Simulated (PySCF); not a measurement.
**One shape, several levels: C2H4BCl (SMILES C=CBCl)**

We compute a comparison of 6 runs (HF/3-21G, HF/6-31G**, HF/pcseg-2, B3LYP/6-31G*, PBE/6-31+G*) of C2H4BCl. Input form: a Python script.

Program for the calculation: PySCF 2.14.0.

### 1 The molecule

C2H4BCl has 8 atoms, charge 0, and is taken as a singlet. As SMILES, `C=CBCl`. Geometry: relaxed at PBE0-D4/def2-TZVP. This is one conformer, not always the lowest.

Bond lengths: C1–C2 1.337 Å, C2–B3 1.531 Å, B3–Cl4 1.750 Å, C1–H5 1.086 Å, C1–H6 1.086 Å, C2–H7 1.088 Å, B3–H8 1.194 Å. Angles: C1–C2–B3 119.9°, C2–B3–Cl4 121.0°, C1–C2–H7 118.9°, B3–C2–H7 121.2°, C2–C1–H5 120.8°, C2–C1–H6 122.7°, C2–B3–H8 121.9°, Cl4–B3–H8 117.1°, H5–C1–H6 116.4°.

### 2 Energy and forces at HF/3-21G (run 1)

Contents of job.py:

```python
import pyscf.grad
from pyscf import gto

mol = gto.M(
    atom='''
C    0.357400   1.219900  -0.260000
C    0.353800   0.057700   0.401100
B   -0.528600  -1.094400  -0.086400
Cl  -0.555100  -2.627600   0.756600
H   -0.259700   1.360400  -1.142800
H    0.965100   2.067000   0.044900
H    0.984000  -0.048700   1.281300
H   -1.225000  -0.991500  -1.050400
''',
    charge=0,
    verbose=3,
    max_memory=1860,
    basis='3-21g',
)

mf = mol.RHF()
mf.conv_tol = 1e-10
mf.kernel()
if not mf.converged:
    mf = mf.newton().run(mf.mo_coeff, mf.mo_occ)

etot = mf.e_tot
print('E = %.10f Eh' % etot)
grad = mf.Gradients().kernel()
mf.analyze()
```

The run is started by

```console
$ OMP_NUM_THREADS=1 python job.py
```

Standard output:

```text
converged SCF energy = -559.489859177189
E = -559.4898591772 Eh
--------------- RHF gradients ---------------
         x                y                z
0 C     0.0007590436     0.0011387363     0.0003183432
1 C    -0.0061668238    -0.0108581193    -0.0017772419
2 B     0.0032003929    -0.0217452089     0.0165989602
3 Cl     0.0013622443     0.0244807769    -0.0122411804
4 H    -0.0054000986    -0.0003219479    -0.0068366729
5 H     0.0051289115     0.0068734544     0.0027368424
6 H     0.0048110728    -0.0002199286     0.0063733333
7 H    -0.0036947426     0.0006522372    -0.0051723839
----------------------------------------------
**** MO energy ****
MO #1   energy= -104.093128823262  occ= 2
MO #2   energy= -11.2164022405239  occ= 2
MO #3   energy= -11.1752062772282  occ= 2
MO #4   energy= -10.4902977297021  occ= 2
MO #5   energy= -7.95342449431356  occ= 2
MO #6   energy= -7.95000954442177  occ= 2
MO #7   energy= -7.94945259336588  occ= 2
MO #8   energy= -7.62428969016855  occ= 2
MO #9   energy= -1.11792152936514  occ= 2
MO #10  energy= -1.06217176741178  occ= 2
MO #11  energy= -0.816925896973225 occ= 2
MO #12  energy= -0.704352501859978 occ= 2
MO #13  energy= -0.637701187558827 occ= 2
MO #14  energy= -0.600317746885354 occ= 2
MO #15  energy= -0.521930071670473 occ= 2
MO #16  energy= -0.510393484585412 occ= 2
MO #17  energy= -0.483318569048602 occ= 2
MO #18  energy= -0.433521777068359 occ= 2
MO #19  energy= -0.403072103865102 occ= 2
MO #20  energy= 0.0620130691038119 occ= 0
MO #21  energy= 0.217273731746901  occ= 0
MO #22  energy= 0.25014618112151   occ= 0
MO #23  energy= 0.29280936311101   occ= 0
MO #24  energy= 0.315047472949859  occ= 0
MO #25  energy= 0.346753663244405  occ= 0
MO #26  energy= 0.388076742914101  occ= 0
MO #27  energy= 0.424396138129675  occ= 0
MO #28  energy= 0.533283752053331  occ= 0
MO #29  energy= 0.655418315435165  occ= 0
MO #30  energy= 0.659071189210508  occ= 0
MO #31  energy= 0.701625072903421  occ= 0
MO #32  energy= 0.775668777075214  occ= 0
MO #33  energy= 0.83262257598799   occ= 0
MO #34  energy= 0.839877123588718  occ= 0
MO #35  energy= 0.869459655065318  occ= 0
MO #36  energy= 0.941539862046765  occ= 0
MO #37  energy= 0.995936969237772  occ= 0
MO #38  energy= 1.03783699593523   occ= 0
MO #39  energy= 1.07419258611868   occ= 0
MO #40  energy= 1.09121733591798   occ= 0
MO #41  energy= 1.29087695979167   occ= 0
MO #42  energy= 1.30964843057097   occ= 0
MO #43  energy= 1.33966564693537   occ= 0
MO #44  energy= 1.3735946370352    occ= 0
MO #45  energy= 1.44902821119695   occ= 0
MO #46  energy= 1.67323231135589   occ= 0
MO #47  energy= 1.7483877299143    occ= 0
MO #48  energy= 2.09416440351031   occ= 0
 ** Mulliken atomic charges  **
charge of    0C =     -0.10072
charge of    1C =     -0.22149
charge of    2B =      0.13146
charge of    3Cl =     -0.12731
charge of    4H =      0.10741
charge of    5H =      0.10994
charge of    6H =      0.10699
charge of    7H =     -0.00628
Dipole moment(X, Y, Z, Debye):  0.63422,  2.98316, -0.88349
```

Run time: 3.3 s. Hardware: 1 thread of Intel Xeon at 2.70GHz, shared host; peak memory 0.12 GiB.

### 3 Energy and gradient at HF/6-31G(d,p) (spherical functions) (run 2)

Contents of calc.py:

```python
# C=CBCl
from pyscf import gto, scf

mol = gto.Mole()
mol.atom = '''
C      0.675388     2.305277    -0.491329
C      0.668585     0.109037     0.757969
B     -0.998909    -2.068116    -0.163272
Cl    -1.048987    -4.965444     1.429767
H     -0.490762     2.570783    -2.159579
H      1.823775     3.906064     0.084849
H      1.859491    -0.092030     2.421306
H     -2.314915    -1.873663    -1.984968
'''
mol.max_memory = 1860
mol.verbose = 4
mol.basis = '6-31g**'
mol.unit = 'bohr'
mol.build()

myscf = scf.RHF(mol)
myscf.conv_tol = 1e-10
myscf.kernel()
if not myscf.converged:
    myscf = myscf.newton().run(myscf.mo_coeff, myscf.mo_occ)

etot = myscf.e_tot
print('E = %.10f Eh' % etot)
grad = myscf.nuc_grad_method().kernel()
dip = myscf.dip_moment()
pop, q = myscf.mulliken_pop()
```

The run is started by

```console
$ OMP_NUM_THREADS=1 python calc.py
```

Standard output:

```text
PySCF version 2.14.0

[... 62 lines left out ...]
converged SCF energy = -562.255901491269
[... 12 lines left out ...]
Dipole moment(X, Y, Z, Debye):  0.56056,  2.39090, -0.64017
[... 50 lines left out ...]
pop of  3 Cl 3px          1.25607
pop of  3 Cl 3py          1.13038
pop of  3 Cl 3pz          1.22404
pop of  3 Cl 4px          0.65723
pop of  3 Cl 4py          0.41658
pop of  3 Cl 4pz          0.58294
pop of  3 Cl 3dxy         0.00231
pop of  3 Cl 3dyz         0.00912
pop of  3 Cl 3dz^2        0.00198
pop of  3 Cl 3dxz         0.00076
pop of  3 Cl 3dx2-y2      0.00736
pop of  4 H 1s            0.53077
pop of  4 H 2s            0.31039
pop of  4 H 2px           0.00456
pop of  4 H 2py           0.00163
pop of  4 H 2pz           0.00728
pop of  5 H 1s            0.53136
pop of  5 H 2s            0.30959
pop of  5 H 2px           0.00440
pop of  5 H 2py           0.00663
pop of  5 H 2pz           0.00232
pop of  6 H 1s            0.52711
pop of  6 H 2s            0.31120
pop of  6 H 2px           0.00474
pop of  6 H 2py           0.00203
pop of  6 H 2pz           0.00718
pop of  7 H 1s            0.52402
pop of  7 H 2s            0.52014
pop of  7 H 2px           0.00234
pop of  7 H 2py           0.00044
pop of  7 H 2pz           0.00426
 ** Mulliken atomic charges  **
charge of    0C =     -0.22721
charge of    1C =     -0.27072
charge of    2B =      0.33396
charge of    3Cl =     -0.22363
charge of    4H =      0.14536
charge of    5H =      0.14571
charge of    6H =      0.14773
charge of    7H =     -0.05120
```

Wall time 9.3 s (1 thread of Intel Xeon at 2.70GHz, shared host); peak memory 0.16 GiB.

Run 3 isn't shown in full; the table further down has it.

### 4 Energy and forces at B3LYP/6-31G(d) (spherical functions) (run 4)

Contents of mol.xyz:

```xyz
8
C2H4BCl
C      0.357400     1.219900    -0.260000
C      0.353800     0.057700     0.401100
B     -0.528600    -1.094400    -0.086400
Cl    -0.555100    -2.627600     0.756600
H     -0.259700     1.360400    -1.142800
H      0.965100     2.067000     0.044900
H      0.984000    -0.048700     1.281300
H     -1.225000    -0.991500    -1.050400
```

Contents of run.py:

```python
import pyscf.grad
from pyscf import gto, dft

mol = gto.Mole()
mol.atom = 'mol.xyz'
mol.basis = '6-31g*'
mol.max_memory = 1860
mol.verbose = 3
mol.charge = 0
mol.build()

mf = dft.RKS(mol, xc='b3lyp')
mf.conv_tol = 1e-10
mf.grids.level = 5
mf.kernel()
if not mf.converged:
    mf = mf.newton().run(mf.mo_coeff, mf.mo_occ)

energy = mf.e_tot
print('E(%s) = %.9f' % ('B3LYP', energy))
grad = mf.Gradients().kernel()
mf.analyze()
```

The run is started by

```console
$ OMP_NUM_THREADS=1 python run.py
```

Standard output:

```text
converged SCF energy = -563.680086859383
E(B3LYP) = -563.680086859
--------------- RKS gradients ---------------
         x                y                z
0 C    -0.0002644880    -0.0070043607     0.0036570725
1 C     0.0000544765     0.0066498638    -0.0037257760
2 B     0.0012361762    -0.0046735369     0.0042777550
3 Cl     0.0005875029     0.0080261107    -0.0038274139
4 H     0.0004805140    -0.0011621603     0.0012899413
5 H    -0.0007633146    -0.0020109794     0.0001643657
6 H    -0.0011562827     0.0000352406    -0.0015282862
7 H    -0.0001752443     0.0001403029    -0.0003054722
----------------------------------------------
**** MO energy ****
MO #1   energy= -101.519171793535  occ= 2
MO #2   energy= -10.2103303735478  occ= 2
MO #3   energy= -10.1794103650865  occ= 2
MO #4   energy= -9.45341971559798  occ= 2
MO #5   energy= -7.21336139957163  occ= 2
MO #6   energy= -7.20944569359268  occ= 2
MO #7   energy= -7.20679660978285  occ= 2
MO #8   energy= -6.78638575136336  occ= 2
MO #9   energy= -0.835239231829547 occ= 2
MO #10  energy= -0.779084209476197 occ= 2
MO #11  energy= -0.597918897481241 occ= 2
MO #12  energy= -0.511216579343632 occ= 2
MO #13  energy= -0.464595537313426 occ= 2
MO #14  energy= -0.425501791449545 occ= 2
MO #15  energy= -0.375269134260181 occ= 2
MO #16  energy= -0.360522984589684 occ= 2
MO #17  energy= -0.349153730498862 occ= 2
MO #18  energy= -0.29581779294607  occ= 2
MO #19  energy= -0.294563126572625 occ= 2
MO #20  energy= -0.071884549759063 occ= 0
MO #21  energy= 0.0520341098946218 occ= 0
MO #22  energy= 0.0941027442028499 occ= 0
MO #23  energy= 0.127780840273079  occ= 0
MO #24  energy= 0.143003372933254  occ= 0
MO #25  energy= 0.182302392167625  occ= 0
MO #26  energy= 0.198272232934827  occ= 0
MO #27  energy= 0.255456487745928  occ= 0
MO #28  energy= 0.335552931152869  occ= 0
MO #29  energy= 0.366258315545963  occ= 0
MO #30  energy= 0.418867908051013  occ= 0
MO #31  energy= 0.424167383071966  occ= 0
MO #32  energy= 0.436187066245888  occ= 0
MO #33  energy= 0.479649064258222  occ= 0
MO #34  energy= 0.482322567883198  occ= 0
MO #35  energy= 0.51212624733995   occ= 0
MO #36  energy= 0.555148043613318  occ= 0
MO #37  energy= 0.566742829503798  occ= 0
MO #38  energy= 0.647328111477013  occ= 0
MO #39  energy= 0.659550459672134  occ= 0
MO #40  energy= 0.705334525522468  occ= 0
MO #41  energy= 0.797843037469207  occ= 0
MO #42  energy= 0.820582808979994  occ= 0
MO #43  energy= 0.835737843376951  occ= 0
MO #44  energy= 0.857973785822602  occ= 0
MO #45  energy= 0.866067977108758  occ= 0
MO #46  energy= 0.878814932547372  occ= 0
MO #47  energy= 0.926354354069763  occ= 0
MO #48  energy= 0.935315531324801  occ= 0
MO #49  energy= 0.966271100727082  occ= 0
MO #50  energy= 1.02816334137943   occ= 0
MO #51  energy= 1.10663837682393   occ= 0
MO #52  energy= 1.18286910226214   occ= 0
MO #53  energy= 1.19198418890903   occ= 0
MO #54  energy= 1.27111583364052   occ= 0
MO #55  energy= 1.38826217705527   occ= 0
MO #56  energy= 1.49210875592485   occ= 0
MO #57  energy= 1.63837552754078   occ= 0
MO #58  energy= 1.64578873438803   occ= 0
MO #59  energy= 1.7440291262591    occ= 0
MO #60  energy= 1.82072493832254   occ= 0
MO #61  energy= 1.96637074453986   occ= 0
MO #62  energy= 2.04526812480281   occ= 0
MO #63  energy= 2.09192832447281   occ= 0
MO #64  energy= 2.1773059736885    occ= 0
MO #65  energy= 2.38187101844822   occ= 0
MO #66  energy= 2.42873626727442   occ= 0
MO #67  energy= 2.72956146033661   occ= 0
MO #68  energy= 2.78562888304211   occ= 0
 ** Mulliken atomic charges  **
charge of    0C =     -0.13609
charge of    1C =     -0.18673
charge of    2B =      0.03143
charge of    3Cl =     -0.06285
charge of    4H =      0.11605
charge of    5H =      0.11492
charge of    6H =      0.11236
charge of    7H =      0.01092
Dipole moment(X, Y, Z, Debye):  0.62351,  2.05208, -0.36438
```

It took 34 s on 1 thread of Intel Xeon at 2.70GHz, shared host; peak memory 0.69 GiB.

Run 5 isn't shown in full; the table further down has it.

### 5 Energy and forces at PBE/6-31+G(d) (spherical functions) (run 6)

Contents of calc.py:

```python
# C=CBCl
from pyscf import gto, dft

mol = gto.Mole()
mol.atom = '''
C      0.675388     2.305277    -0.491329
C      0.668585     0.109037     0.757969
B     -0.998909    -2.068116    -0.163272
Cl    -1.048987    -4.965444     1.429767
H     -0.490762     2.570783    -2.159579
H      1.823775     3.906064     0.084849
H      1.859491    -0.092030     2.421306
H     -2.314915    -1.873663    -1.984968
'''
mol.max_memory = 1860
mol.charge = 0
mol.basis = '6-31+g*'
mol.unit = 'bohr'
mol.verbose = 4
mol.build()

mf = dft.RKS(mol, xc='pbe')
mf.conv_tol = 1e-10
mf.grids.level = 5
mf.kernel()
if not mf.converged:
    mf = mf.newton().run(mf.mo_coeff, mf.mo_occ)

etot = mf.e_tot
print(f'total energy: {etot:.8f} hartree')
grad = mf.nuc_grad_method().kernel()
dip = mf.dip_moment()
pop, q = mf.mulliken_pop()
```

The run is started by

```console
$ OMP_NUM_THREADS=1 python calc.py
```

Standard output:

```text
PySCF version 2.14.0

[... 81 lines left out ...]
converged SCF energy = -563.319005983535
total energy: -563.31900598 hartree
[... 12 lines left out ...]
Dipole moment(X, Y, Z, Debye):  0.61202,  1.91258, -0.29948
[... 54 lines left out ...]
pop of  2 B 3dx2-y2       0.01244
pop of  3 Cl 1s           1.99960
pop of  3 Cl 2s           1.99687
pop of  3 Cl 3s           1.40871
pop of  3 Cl 4s           0.54136
pop of  3 Cl 5s          -0.02759
pop of  3 Cl 2px          1.99060
pop of  3 Cl 2py          1.98901
pop of  3 Cl 2pz          1.99022
pop of  3 Cl 3px          1.26690
pop of  3 Cl 3py          1.14851
pop of  3 Cl 3pz          1.23997
pop of  3 Cl 4px          0.57055
pop of  3 Cl 4py          0.36275
pop of  3 Cl 4pz          0.50281
pop of  3 Cl 5px          0.02544
pop of  3 Cl 5py          0.00635
pop of  3 Cl 5pz          0.01815
pop of  3 Cl 3dxy         0.00318
pop of  3 Cl 3dyz         0.00734
pop of  3 Cl 3dz^2        0.00253
pop of  3 Cl 3dxz         0.00102
pop of  3 Cl 3dx2-y2      0.00581
pop of  4 H 1s            0.52674
pop of  4 H 2s            0.26671
pop of  5 H 1s            0.52824
pop of  5 H 2s            0.26649
pop of  6 H 1s            0.52626
pop of  6 H 2s            0.26902
pop of  7 H 1s            0.51955
pop of  7 H 2s            0.43148
 ** Mulliken atomic charges  **
charge of    0C =     -0.46702
charge of    1C =     -0.10061
charge of    2B =     -0.04778
charge of    3Cl =     -0.05011
charge of    4H =      0.20655
charge of    5H =      0.20527
charge of    6H =      0.20472
charge of    7H =      0.04897
```

Wall time 44 s (1 thread of Intel Xeon at 2.70GHz, shared host); peak memory 0.82 GiB.

### 6 The series

```
run                               level  integration grid  Cartesian functions  energy (Eh)  dipole moment (D)  HOMO energy (eV)  LUMO energy (eV)  wall time
  1                            HF/3-21G                 –                   no  -559.489859               3.18            -10.97              1.69      3.3 s
  2    HF/6-31G** (spherical functions)                 –                   no  -562.255901               2.54            -10.72              1.99      9.3 s
  3                          HF/pcseg-2                 –                   no  -562.314762               2.32            -10.83              1.58    1.8 min
  4  B3LYP/6-31G* (spherical functions)                 5                   no  -563.680087               2.18             -8.02             -1.96       34 s
  5  B3LYP/6-31G* (Cartesian functions)                 5                  yes  -563.685451               2.17             -8.02             -1.96       30 s
  6   PBE/6-31+G* (spherical functions)                 5                   no  -563.319006               2.03             -7.09             -2.99       44 s
```

### 7 Summary of results

```
                       quantity          value
            run 6: total energy  -563.31901 Eh
           run 6: dipole moment         2.03 D
             run 6: HOMO energy       -7.09 eV
             run 6: LUMO energy       -2.99 eV
           run 6: HOMO–LUMO gap        4.10 eV
run 6: largest force on an atom     0.807 eV/Å
```

What this shows: The dipole moment (its size) runs from 2.03 D (PBE/6-31+G*) to 3.18 D (HF/3-21G). The two ends differ in method and basis. The HOMO–LUMO gap runs from 4.10 eV (PBE/6-31+G*) to 12.71 eV (HF/6-31G**). Totals of different functionals can't be ranked against each other. All runs together took 3.8 min, the longest 1.8 min.
